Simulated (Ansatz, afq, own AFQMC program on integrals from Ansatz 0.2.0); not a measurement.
# The boron atom (doublet): quantum Monte Carlo beside coupled cluster, cc-pVQZ

Aim: compute the boron atom (doublet) with auxiliary-field quantum Monte Carlo on the same integrals as coupled cluster, and set the energies side by side.

Computed with Ansatz 0.2.0, Gaussian basis, and an in-house AFQMC program (afq) on its integrals; all values are calculated. Level: cc-pVQZ, frozen cores.

Plan: Full CI; PBE (unrestricted); r2SCAN (unrestricted); PBE0 (unrestricted); B3LYP (unrestricted); wB97M-V (unrestricted); B2PLYP (unrestricted); CCSD(T) on UHF; Phaseless AFQMC, single-determinant trial on UHF; Free-projection AFQMC, CISD trial on UHF.

2 further runs of the same task are left out: 2 that didn't finish.

## Step 1: The atom

A free atom, in its lowest state of this spin that the program finds.

1 atom, charge 0, spin multiplicity 2.

## Step 2: Full CI

The input, in.yaml:

```yaml
crystal:
  periodic: [false, false, false]
  atoms:
    - {symbol: B, position_ang: [0.000000, 0.000000, 0.000000]}
basis:
  gaussian: {orbitals: cc-pVQZ}
magnetization: {spin_polarized: false, initial_magnetization: 1}
correlation: {method: fci, electrons: outside_noble_gas}
```

On the command line:

```
$ ansatz run in.yaml --threads 1 --pin off --events-out ev --progress --plain --max-ram 1843MiB
```

The program printed:

```text
Functional definition: HF
  name "HF"
  cite "Fock, Z. Phys. 61, 126 (1930) doi:10.1007/BF01340294"
  parent pbe
  exchange = exact_x
  correlation = 0
552 factors; integrals over basis functions are off by at most 2.1e-8 eV
mean field evaluation 1: about -666.9748 eV, gradient 3.9e0 eV
mean field evaluation 2: about -666.9748 eV, gradient 3.9e0 eV
mean field evaluation 4: about -667.4591 eV, gradient 9.5e-1 eV
mean field evaluation 8: about -667.4671 eV, gradient 5.8e-4 eV
mean field evaluation 16: about -667.4671 eV, gradient 4.1e-4 eV
mean field evaluation 32: about -667.4671 eV, gradient 4.6e-6 eV
mean field -667.46712694 eV, -24.5289644894 hartree, gradient 4.6e-6 eV, S^2 0.750000; 3 other end points of the search recorded, 0 dependent functions left out
1 core orbitals not correlated: weight in the atoms' cores, before any rotation towards them, 1.000 or more for the frozen orbitals, at most 0.000 for the correlated occupied ones
reference -667.46712694 eV, -24.5289644894 hartree; 2, 1 occupied and 52, 53 virtual orbitals, 552 factors
state -669.43316268 eV, -24.6012149705 hartree
Total energy: -669.43316268 eV, -24.6012149705 hartree
```

Wall time 1.6 s (1 thread of Intel Xeon Platinum 8488C, shared host).

From the report: 9,796 determinants, symmetry B3u.

## Step 3: PBE (unrestricted)

The input, in.yaml:

```yaml
crystal:
  periodic: [false, false, false]
  atoms:
    - {symbol: B, position_ang: [0.000000, 0.000000, 0.000000]}
basis:
  gaussian: {orbitals: cc-pVQZ}
magnetization: {spin_polarized: true, initial_magnetization: 1}
hamiltonian: {xc: {name: PBE}}
output: {orbitals: {seedname: orbitals}}
```

Launched as before.

The program printed:

```text
Functional definition: PBE
  name "PBE"
  cite "Perdew, Burke & Ernzerhof, Phys. Rev. Lett. 77, 3865 (1996) doi:10.1103/PhysRevLett.77.3865"
  parent pbe
  parameter kappa = 0.804
  parameter beta = 0.06672455060314922
  exchange = pbe_x(kappa = kappa, mu = beta*pi^2/3)
  correlation = pbe_c(beta = beta)
166 factors; their error is unknown
mean field evaluation 1: about -669.5862 eV, gradient 3.6e0 eV
mean field evaluation 2: about -669.6791 eV, gradient 1.7e0 eV
mean field evaluation 4: about -669.7042 eV, gradient 2.3e-2 eV
mean field evaluation 8: about -669.7011 eV, gradient 1.4e-4 eV
mean field evaluation 16: about -669.7011 eV, gradient 9.3e-4 eV
mean field evaluation 32: about -669.5731 eV, gradient 3.9e0 eV
mean field evaluation 64: about -669.7011 eV, gradient 9.1e-6 eV
mean field -669.70106096 eV, -24.6110600507 hartree, gradient 6.1e-6 eV, S^2 0.753308; 10 other end points of the search recorded, 0 dependent functions left out
reference -669.70108943 eV, -24.6110610968 hartree; 3, 2 occupied and 52, 53 virtual orbitals, 166 factors
Total energy: -669.70108943 eV, -24.6110610968 hartree
```

Wall time 0.84 s (1 thread of Intel Xeon Platinum 8488C, shared host).

From the report: ⟨S²⟩ of the determinant 0.753 (pure doublet: 0.75).

## Step 4: r2SCAN (unrestricted)

Changes to in.yaml since step 3:

```diff
@@ -7,3 +7,2 @@
 magnetization: {spin_polarized: true, initial_magnetization: 1}
-hamiltonian: {xc: {name: PBE}}
-output: {orbitals: {seedname: orbitals}}
+hamiltonian: {xc: {name: r2SCAN}}
```

Launched as before.

The program printed:

```text
Functional definition: r2SCAN
  name "r2SCAN"
  cite "Furness, Kaplan, Ning, Perdew & Sun, J. Phys. Chem. Lett. 11, 8208 (2020) doi:10.1021/acs.jpclett.0c02405"
  cite "Furness, Kaplan, Ning, Perdew & Sun, J. Phys. Chem. Lett. 11, 9248 (2020) doi:10.1021/acs.jpclett.0c03077"
  parent r2scan
  parameter k0 = 0.174
  parameter k1 = 0.065
  parameter a1 = 4.9479
  exchange = r2scan_x(k0 = k0, k1 = k1, a1 = a1)
  correlation = r2scan_c
166 factors; their error is unknown
mean field evaluation 1: about -670.3198 eV, gradient 4.0e0 eV
mean field evaluation 2: about -670.4229 eV, gradient 9.3e-1 eV
mean field evaluation 4: about -670.4306 eV, gradient 2.1e-2 eV
mean field evaluation 8: about -670.4277 eV, gradient 1.6e-3 eV
mean field evaluation 16: about -670.4277 eV, gradient 4.8e-2 eV
mean field evaluation 32: about -670.1698 eV, gradient 5.6e0 eV
mean field -670.42773351 eV, -24.6377647742 hartree, gradient 2.3e-5 eV, S^2 0.757803; 6 other end points of the search recorded, 0 dependent functions left out
reference -670.42774519 eV, -24.6377652036 hartree; 3, 2 occupied and 52, 53 virtual orbitals, 166 factors
Total energy: -670.42774519 eV, -24.6377652036 hartree
```

It took 1.1 s on 1 thread of Intel Xeon Platinum 8488C, shared host.

From the report: ⟨S²⟩ of the determinant 0.758 (pure doublet: 0.75).

## Step 5: PBE0 (unrestricted)

Changes to in.yaml since step 4:

```diff
@@ -7,2 +7,3 @@
 magnetization: {spin_polarized: true, initial_magnetization: 1}
-hamiltonian: {xc: {name: r2SCAN}}
+hamiltonian: {xc: {name: PBE0}}
+output: {orbitals: {seedname: orbitals}}
```

Same command.

The program printed:

```text
Functional definition: PBE0
  name "PBE0"
  cite "Adamo & Barone, J. Chem. Phys. 110, 6158 (1999) doi:10.1063/1.478522"
  cite "Perdew, Burke & Ernzerhof, Phys. Rev. Lett. 77, 3865 (1996) doi:10.1103/PhysRevLett.77.3865"
  parent pbe
  parameter a = 0.25
  parameter kappa = 0.804
  parameter beta = 0.06672455060314922
  exchange = (1 - a)*pbe_x(kappa = kappa, mu = beta*pi^2/3) + a*exact_x
  correlation = pbe_c(beta = beta)
171 factors; their error is unknown
mean field evaluation 1: about -669.8467 eV, gradient 3.0e0 eV
mean field evaluation 2: about -669.9189 eV, gradient 6.7e-1 eV
mean field evaluation 4: about -669.9234 eV, gradient 1.2e-2 eV
mean field evaluation 8: about -669.9205 eV, gradient 4.9e-4 eV
mean field -669.92050206 eV, -24.6191243624 hartree, gradient 2.5e-5 eV, S^2 0.754302; 0 other end points of the search recorded, 0 dependent functions left out
reference -669.92052435 eV, -24.6191251814 hartree; 3, 2 occupied and 52, 53 virtual orbitals, 171 factors
Total energy: -669.92052435 eV, -24.6191251814 hartree
```

Run time: 0.24 s. Hardware: 1 thread of Intel Xeon Platinum 8488C, shared host.

From the report: ⟨S²⟩ of the determinant 0.754 (pure doublet: 0.75).

## Step 6: B3LYP (unrestricted)

Changes to in.yaml since step 5:

```diff
@@ -7,3 +7,2 @@
 magnetization: {spin_polarized: true, initial_magnetization: 1}
-hamiltonian: {xc: {name: PBE0}}
-output: {orbitals: {seedname: orbitals}}
+hamiltonian: {xc: {name: B3LYP}}
```

Same command.

The program printed:

```text
Functional definition: B3LYP
  name "B3LYP"
  cite "Stephens, Devlin, Chabalowski & Frisch, J. Phys. Chem. 98, 11623 (1994) doi:10.1021/j100096a001"
  cite "Becke, Phys. Rev. A 38, 3098 (1988) doi:10.1103/PhysRevA.38.3098"
  cite "Lee, Yang & Parr, Phys. Rev. B 37, 785 (1988) doi:10.1103/PhysRevB.37.785"
  cite "Vosko, Wilk & Nusair, Can. J. Phys. 58, 1200 (1980) doi:10.1139/p80-159"
  parameter a0 = 0.2
  parameter ax = 0.72
  parameter ac = 0.81
  exchange = (1 - a0 - ax)*slater_x + ax*b88_x + a0*exact_x
  correlation = (1 - ac)*vwn_rpa_c + ac*lyp_c
166 factors; their error is unknown
mean field evaluation 1: about -671.0875 eV, gradient 3.1e0 eV
mean field evaluation 2: about -671.1597 eV, gradient 8.5e-1 eV
mean field evaluation 4: about -671.1658 eV, gradient 1.3e-2 eV
mean field evaluation 8: about -671.1630 eV, gradient 1.8e-4 eV
mean field -671.16300940 eV, -24.6647856648 hartree, gradient 1.8e-5 eV, S^2 0.753534; 0 other end points of the search recorded, 0 dependent functions left out
reference -671.16316405 eV, -24.6647913482 hartree; 3, 2 occupied and 52, 53 virtual orbitals, 166 factors
Total energy: -671.16316405 eV, -24.6647913482 hartree
```

It took 0.24 s on 1 thread of Intel Xeon Platinum 8488C, shared host.

From the report: ⟨S²⟩ of the determinant 0.754 (pure doublet: 0.75).

## Step 7: wB97M-V (unrestricted)

Changes to in.yaml since step 6:

```diff
@@ -7,2 +7,3 @@
 magnetization: {spin_polarized: true, initial_magnetization: 1}
-hamiltonian: {xc: {name: B3LYP}}
+hamiltonian: {xc: {name: wB97M-V}}
+output: {orbitals: {seedname: orbitals}}
```

Launched as before.

The program printed:

```text
Functional definition: wB97M-V
  name "wB97M-V"
  cite "Mardirossian & Head-Gordon, J. Chem. Phys. 144, 214110 (2016) doi:10.1063/1.4952647"
  cite "Becke, J. Chem. Phys. 107, 8554 (1997) doi:10.1063/1.475007"
  cite "Vydrov & Van Voorhis, J. Chem. Phys. 133, 244103 (2010) doi:10.1063/1.3521275"
  # Of w^i u^j: cxij and so on, Table III.
  parameter omega = 0.3/bohr
  parameter cx = 0.15
  parameter cx01 = 1.007
  parameter cx10 = 0.259
  parameter css00 = 0.443
  parameter css04 = -1.437
  parameter css10 = -4.535
  parameter css20 = -3.390
  parameter css43 = 4.278
  parameter cos00 = 1.000
  parameter cos10 = 1.358
  parameter cos20 = 2.924
  parameter cos21 = -8.812
  parameter cos60 = -1.390
  parameter cos61 = 9.142
  parameter b = 6.0
  parameter c = 0.01
  gx(w, u) = 1 - cx + cx01*u + cx10*w
  gss(w, u) = css00 + css04*u^4 + css10*w + css20*w^2 + css43*w^4*u^3
  gos(w, u) = cos00 + cos10*w + (cos20 + cos21*u)*w^2 + (cos60 + cos61*u)*w^6
  exchange = spin_sum(e_x_unif_sr(omega)*gx(b97_w, b97_u_x)) + cx*exact_x_sr(omega) + exact_x_lr(omega)
  correlation = spin_sum(e_c_pw_mod_same_spin*gss(b97_w, b97_u_same))
      + integral(e_c_pw_mod_opposite_spin*gos(b97_w_opposite, b97_u_opposite)) + vv10(b, c)
166 factors; their error is unknown
62 factors; integrals over basis functions are off by at most 4.0e-5 eV
mean field evaluation 1: about -670.7222 eV, gradient 2.5e0 eV
mean field evaluation 2: about -670.7766 eV, gradient 6.3e-1 eV
mean field evaluation 4: about -670.7851 eV, gradient 3.1e-2 eV
mean field evaluation 8: about -670.7824 eV, gradient 1.0e-3 eV
mean field -670.78242713 eV, -24.6507995242 hartree, gradient 4.3e-5 eV, S^2 0.750988; 0 other end points of the search recorded, 0 dependent functions left out
reference -670.78245559 eV, -24.6508005702 hartree; 3, 2 occupied and 52, 53 virtual orbitals, 166 factors
Total energy: -670.78245559 eV, -24.6508005702 hartree
```

Wall time 0.51 s (1 thread of Intel Xeon Platinum 8488C, shared host).

From the report: ⟨S²⟩ of the determinant 0.751 (pure doublet: 0.75).

## Step 8: B2PLYP (unrestricted)

The input, in.yaml:

```yaml
crystal:
  periodic: [false, false, false]
  atoms:
    - {symbol: B, position_ang: [0.000000, 0.000000, 0.000000]}
basis:
  gaussian: {orbitals: cc-pVQZ}
magnetization: {spin_polarized: true, initial_magnetization: 1}
hamiltonian: {xc: {name: B2PLYP}}
correlation: {electrons: outside_noble_gas}
```

The command is unchanged.

The program printed:

```text
Functional definition: B2PLYP
  name "B2PLYP"
  cite "Grimme, J. Chem. Phys. 124, 034108 (2006) doi:10.1063/1.2148954"
  cite "Becke, Phys. Rev. A 38, 3098 (1988) doi:10.1103/PhysRevA.38.3098"
  cite "Lee, Yang & Parr, Phys. Rev. B 37, 785 (1988) doi:10.1103/PhysRevB.37.785"
  parameter a = 0.53
  parameter c = 0.27
  exchange = (1 - a)*b88_x + a*exact_x
  correlation = (1 - c)*lyp_c + c*(mp2_os + mp2_ss)
335 factors; integrals over basis functions are off by at most 1.7e-4 eV
mean field evaluation 1: about -669.8273 eV, gradient 3.2e0 eV
mean field evaluation 2: about -669.8269 eV, gradient 3.2e0 eV
mean field evaluation 4: about -669.9644 eV, gradient 8.4e-2 eV
mean field evaluation 8: about -669.9643 eV, gradient 4.1e-3 eV
mean field -669.96430194 eV, -24.6207339782 hartree, gradient 1.4e-6 eV, S^2 0.755825; 0 other end points of the search recorded, 0 dependent functions left out
1 core orbitals not correlated: weight in the atoms' cores, before any rotation towards them, 1.000 or more for the frozen orbitals, at most 0.000 for the correlated occupied ones
reference -669.96440043 eV, -24.6207375977 hartree; 2, 1 occupied and 52, 53 virtual orbitals, 335 factors
second order -1.65895858 eV of doubles, -0.00000000 eV of singles
Total energy: -670.41231925 eV, -24.6371983106 hartree
```

Wall time 0.39 s (1 thread of Intel Xeon Platinum 8488C, shared host).

From the report: ⟨S²⟩ of the determinant 0.756 (pure doublet: 0.75).

## Step 9: CCSD(T) on UHF

The input, in.yaml:

```yaml
crystal:
  periodic: [false, false, false]
  atoms:
    - {symbol: B, position_ang: [0.000000, 0.000000, 0.000000]}
basis:
  gaussian: {orbitals: cc-pVQZ}
magnetization: {spin_polarized: true, initial_magnetization: 1}
correlation: {method: ccsd_t, electrons: outside_noble_gas, hamiltonian_folder: ham}
```

The command is unchanged.

The program printed:

```text
Functional definition: HF
  name "HF"
  cite "Fock, Z. Phys. 61, 126 (1930) doi:10.1007/BF01340294"
  parent pbe
  exchange = exact_x
  correlation = 0
335 factors; integrals over basis functions are off by at most 1.7e-4 eV
mean field evaluation 1: about -667.1591 eV, gradient 4.6e0 eV
mean field evaluation 2: about -667.1591 eV, gradient 4.6e0 eV
mean field evaluation 4: about -667.5725 eV, gradient 4.2e-1 eV
mean field evaluation 8: about -667.5760 eV, gradient 8.0e-4 eV
mean field evaluation 16: about -667.5760 eV, gradient 3.0e-2 eV
mean field evaluation 32: about -667.3079 eV, gradient 1.9e0 eV
mean field evaluation 64: about -667.4889 eV, gradient 2.1e0 eV
mean field -667.57604427 eV, -24.5329671277 hartree, gradient 3.1e-6 eV, S^2 0.761149; 6 other end points of the search recorded, 0 dependent functions left out
1 core orbitals not correlated: weight in the atoms' cores, before any rotation towards them, 1.000 or more for the frozen orbitals, at most 0.000 for the correlated occupied ones
reference -667.57604427 eV, -24.5329671277 hartree; 2, 1 occupied and 52, 53 virtual orbitals, 335 factors
second order -1.27944390 eV of doubles, -0.00000000 eV of singles
cycle   1  -1.56827755 eV  change   -2.9e-1 eV  update   5.9e-2
cycle   2  -1.79307863 eV  change   -2.2e-1 eV  update   3.0e-2
cycle   3  -1.80399695 eV  change   -1.1e-2 eV  update   5.7e-3
cycle   4  -1.80804070 eV  change   -4.0e-3 eV  update   1.2e-3
cycle   5  -1.80715374 eV  change    8.9e-4 eV  update   2.5e-4
cycle   6  -1.80727677 eV  change   -1.2e-4 eV  update   6.8e-5
cycle   7  -1.80728852 eV  change   -1.2e-5 eV  update   1.9e-5
cycle   8  -1.80727673 eV  change    1.2e-5 eV  update   3.9e-6
cycle   9  -1.80727986 eV  change   -3.1e-6 eV  update   9.1e-7
perturbative correction -0.03951711 eV, -0.0014522272 hartree
Total energy: -669.42284125 eV, -24.6008356648 hartree
```

It took 0.75 s on 1 thread of Intel Xeon Platinum 8488C, shared host.

From the report: ⟨S²⟩ of the determinant 0.761 (pure doublet: 0.75); correlation -1.8468 eV; T1 0.015; largest double amplitude 0.11.

This run also writes the integrals to the folder ham.

## Step 10: Phaseless AFQMC, single-determinant trial on UHF

It reads the integrals that the CCSD(T) run on this determinant wrote.

On the command line:

```
$ afq ham --method phaseless --trial hf --walkers 120 --populations 1 --least-time 40 --time-step 0.005 --steps-per-block 20 --equilibration-blocks 112 --max-blocks 600 --target-error 0.00063 --factor-cut 1e-05 --start spin_pure --seed 9802 --taylor-order 6
```

The program printed:

```text
orbitals 54  electrons 2 1  factors 335 of 335
reference energy -24.53296713 Eh
CCSD correlation -0.06641626 Eh in 10 cycles, weight of the determinant in the CISD state 0.9322
energy of the start -24.533072 Eh
 block  time / (1/Eh)  mean weight  energy / Eh
     1     0.100  1.0002  -24.543140
     2     0.200  1.0000  -24.549670
     3     0.300  1.0005  -24.554464
     4     0.400  0.9997  -24.561167
     5     0.500  0.9996  -24.565647
     6     0.600  0.9997  -24.568130
     7     0.700  1.0003  -24.567113
     8     0.800  1.0008  -24.571080
     9     0.900  1.0000  -24.575846
    10     1.000  1.0001  -24.577496
    18     1.800  1.0004  -24.593208
    35     3.500  1.0001  -24.603619
    52     5.200  1.0003  -24.611145
    69     6.900  1.0000  -24.590475
    86     8.600  1.0005  -24.598104
   103    10.300  1.0004  -24.598060
   120    12.000  1.0004  -24.601378
   137    13.700  1.0007  -24.598970
   154    15.400  0.9987  -24.595861
   171    17.100  1.0005  -24.622687
   188    18.800  1.0012  -24.614487
   205    20.500  0.9988  -24.597779
   222    22.200  1.0009  -24.582008
   239    23.900  1.0004  -24.606895
   256    25.600  1.0005  -24.595846
   273    27.300  0.9977  -24.600045
   290    29.000  0.9997  -24.592666
   307    30.700  0.9997  -24.601292
   324    32.400  0.9996  -24.595213
   341    34.100  1.0002  -24.587095
   358    35.800  1.0004  -24.611420
   375    37.500  1.0006  -24.593658
   392    39.200  1.0006  -24.604077
   409    40.900  0.9997  -24.581918
   426    42.600  0.9992  -24.598694
   443    44.300  1.0000  -24.599016
   460    46.000  0.9991  -24.599412
   477    47.700  1.0016  -24.590966
   494    49.400  1.0001  -24.592884
   511    51.100  0.9995  -24.597523
   528    52.800  1.0012  -24.601175
   545    54.500  1.0011  -24.602779
   562    56.200  0.9991  -24.593405
   579    57.900  0.9997  -24.608091
   596    59.600  0.9997  -24.594334
   613    61.300  1.0004  -24.599965
   630    63.000  0.9998  -24.590571
   647    64.700  0.9998  -24.593690
   664    66.400  1.0011  -24.601156
   681    68.100  0.9998  -24.596531
   698    69.800  1.0004  -24.585609
blocks merged  error / Eh  count
     1  0.000346  600
     2  0.000461  300
     4  0.000599  150
     8  0.000757  75
    16  0.000962  37
    32  0.001300  18
    64  0.001589  9
energy -24.596792 +/- 0.001300 Eh
```

Run time: 5.6 min. Hardware: 1 thread of Intel Xeon Platinum 8488C, shared host.

Energy -669.3128 ± 0.0354 eV. The run doesn't count as converged. Caveats: constraint bias not in the error; error not settled; error above the target. The error still grows with block length (0.0262 to 0.0432 eV), so the bar may be too small.

## Step 11: Free-projection AFQMC, CISD trial on UHF

It reads the integrals that the CCSD(T) run on this determinant wrote.

On the command line:

```
$ afq ham --method free --trial cisd --walkers 60 --time-step 0.03 --max-blocks 80 --target-error 0.00021 --factor-cut 1e-05 --seed 7814 --times 0,0.3,0.6,1.2,1.8,2.4,3.6,4.8,6 --taylor-order 8
```

The program printed:

```text
orbitals 54  electrons 2 1  factors 335 of 335
reference energy -24.53296713 Eh
CCSD correlation -0.06641626 Eh in 10 cycles, weight of the determinant in the CISD state 0.9322
repeat  energy at the last time / Eh  error
    10  -24.601146  0.000275
    20  -24.601098  0.000169
    30  -24.601091  0.000126
time / (1/Eh)  energy / Eh  error  mean overlap
  0.00  -24.599382  0.000001  1.0728
  0.30  -24.600367  0.000031  1.0660
  0.60  -24.600816  0.000045  1.0536
  1.20  -24.601062  0.000055  1.0598
  1.80  -24.601149  0.000062  1.0676
  2.40  -24.601258  0.000086  1.0522
  3.60  -24.601295  0.000073  1.0250
  4.80  -24.601272  0.000107  1.0068
  6.00  -24.601076  0.000122  1.0160
energy -24.601076 +/- 0.000122 Eh
```

It took 2.6 min on 1 thread of Intel Xeon Platinum 8488C, shared host.

Energy -669.4294 ± 0.0033 eV. Caveats: remainder of the start not in the error.

## Step 12: AFQMC on the ladder

The full CI on restricted orbitals is not used as the yardstick for these unrestricted rows.

On the UHF determinant, counted from CCSD(T) (a yardstick, not exact):

```tsv
level	energy (eV)	from CCSD(T) (meV)	statistical error (meV)	time
HF	-667.5760	+1846.8		
MP2	-668.8555	+567.4		
CCSD	-669.3833	+39.5		
CCSD(T)	-669.4228	0.0		
Free-projection AFQMC, CISD trial, step 0.03, 60 walkers	-669.4294	-6.5	3.3	2.6 min
```

The functionals' totals stand on their own zeros and serve differences with other points: PBE -669.701 eV; r2SCAN -670.428 eV; PBE0 -669.921 eV; B3LYP -671.163 eV; wB97M-V -670.782 eV; B2PLYP -670.412 eV.

## Step 13: What came out

| quantity | value |
| --- | --- |
| Free-projection AFQMC, CISD trial on UHF from CCSD(T) | -6.5 ± 3.3 meV |

What this shows: Free projection has no constraint; at the last time it gives -6.5 ± 3.3 meV, and from a start that isn't spin pure other spins can mix in. Error bars are statistical and leave out the constraint, the time step and what remains of the start.
